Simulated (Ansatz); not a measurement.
Task: a rigid scan of one bond angle of C₂HFSe, SMILES FC#C[SeH], with Ansatz 0.2.0 through its Python package. Give the script and its output. Use (for the species named): PBE, def2-SVP basis, multiplicity 1.

```
atom    x (Å)    y (Å)    z (Å)
   F   1.4747  -1.4048   1.6522
   C   0.6356  -0.8006   0.7231
   C  -0.1053  -0.2877  -0.1189
  Se  -1.1159   0.5202  -1.4100
   H  -0.8392   1.8992  -0.8879
```

Script `c2hfse_bend.py`:
```python
'''Bending curve of C2HFSe.'''

import ansatz as az
from ase import Atoms

atoms = Atoms(['F', 'C', 'C', 'Se', 'H'], positions=[
    [1.4747, -1.4048, 1.6522],
    [0.6356, -0.8006, 0.7231],
    [-0.1053, -0.2877, -0.1189],
    [-1.1159, 0.5202, -1.41],
    [-0.8392, 1.8992, -0.8879],
])

# relax first, so that the scan starts from a minimum
first = (
    az.Crystal.molecule_from_ase(atoms).calculation()
    .basis(gaussian='def2-SVP')
    .functional('pbe')
    .accuracy('medium')
    .relax(force_tolerance=0.02, max_steps=80)
)
atoms.positions = first.run().report['positions_ang']

rows = []
for angle in [90, 100, 110, 120, 135, 150, 165, 179]:
    bent = atoms.copy()
    bent.set_angle(2, 3, 4, angle, indices=[4])
    setup = (
        az.Crystal.molecule_from_ase(bent).calculation()
        .basis(gaussian='def2-SVP')
        .functional('pbe')
        .accuracy('medium')
    )
    rows.append((angle, setup.run().report['free_energy_ev']))
floor = min(e for _, e in rows)
for angle, e in rows:
    print(f'angle C2-Se3-H4 = {angle:3d} deg   {1000 * (e - floor):9.1f} meV')
```

```console
$ python c2hfse_bend.py
angle C2-Se3-H4 =  90 deg         5.3 meV
angle C2-Se3-H4 = 100 deg         0.0 meV
angle C2-Se3-H4 = 110 deg       148.7 meV
angle C2-Se3-H4 = 120 deg       439.5 meV
angle C2-Se3-H4 = 135 deg      1114.5 meV
angle C2-Se3-H4 = 150 deg      2030.7 meV
angle C2-Se3-H4 = 165 deg      3086.2 meV
angle C2-Se3-H4 = 179 deg      3763.1 meV
```

What to keep in mind:
- The settings weren't tested for convergence.
- The scan is rigid, and the energies are electronic, in a modest basis. The zero is the lowest point of the grid, which needn't be the minimum.
- It ran for 25 s on 1 thread of Arm Neoverse V2, on a shared host, peak memory 0.21 GiB.
